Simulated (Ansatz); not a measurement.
# BrClH4MgSi: the cost of one run

Method: RKS B3LYP-D4/def2-SVP, in Ansatz 0.2.0.

**1. The structure to begin with**

Bond lengths: Mg1–Si2 2.947 Å, Mg1–Cl3 2.146 Å, Mg1–H4 2.018 Å, Mg1–Br5 3.050 Å, Si2–H6 1.478 Å, Si2–H7 1.464 Å, Si2–H8 1.471 Å. Angles: Mg1–Si2–H6 87.4°, Mg1–Si2–H7 137.6°, Mg1–Si2–H8 101.6°, H6–Si2–H7 107.5°, H6–Si2–H8 109.2°, H7–Si2–H8 109.8°, Si2–Mg1–Cl3 115.4°, Si2–Mg1–H4 38.9°, Si2–Mg1–Br5 79.3°, Cl3–Mg1–H4 142.7°, Cl3–Mg1–Br5 143.3°, H4–Mg1–Br5 40.4°.

Coordinates:

```xyz
8

Mg   -0.7889   -1.0100   -1.2795
Si    0.8706    0.3819    0.7185
Cl   -1.2272   -3.0646   -0.8405
H    -0.5542    0.8005   -0.4207
Br   -2.0101    1.7834   -1.3764
H     1.9887   -0.4866    0.2943
H     1.4115    1.7260    0.9263
H     0.3097   -0.1306    1.9779
```

**2. A restrained relaxation towards end A**

Springs on the bonds that form and break draw the guess towards this end; the thresholds are loose.

The input, input.yaml:

```yaml
crystal:
  periodic: [false, false, false]
  atoms:
    - { symbol: Mg, position_ang: [-0.7889, -1.01, -1.2795] }
    - { symbol: Si, position_ang: [0.8706, 0.3819, 0.7185] }
    - { symbol: Cl, position_ang: [-1.2272, -3.0646, -0.8405] }
    - { symbol: H, position_ang: [-0.5542, 0.8005, -0.4207] }
    - { symbol: Br, position_ang: [-2.0101, 1.7834, -1.3764] }
    - { symbol: H, position_ang: [1.9887, -0.4866, 0.2943] }
    - { symbol: H, position_ang: [1.4115, 1.726, 0.9263] }
    - { symbol: H, position_ang: [0.3097, -0.1306, 1.9779] }
basis:
  gaussian: { orbitals: def2-SVP }
hamiltonian:
  xc: b3lyp
  dispersion: d4
relax:
  f_tol: 0.15
  max_steps: 25
  restrain:
    - { distance: [0, 4], at: 3.91, k: 30.0 }
    - { distance: [3, 1], at: 2.72, k: 30.0 }
    - { distance: [0, 1], at: 2.52, k: 30.0 }
    - { distance: [3, 4], at: 1.51, k: 30.0 }
```

Run with:

```bash
$ ansatz run input.yaml --threads 2 --pin off --max-ram 3072MiB --backend cpu --events-out ev --progress --plain --runs-dir out
```

**Question.** How long does this run take on 2 threads of Arm Neoverse V1, shared host, and how much memory does it need?

About 51 s, with a peak of 0.25 GiB.
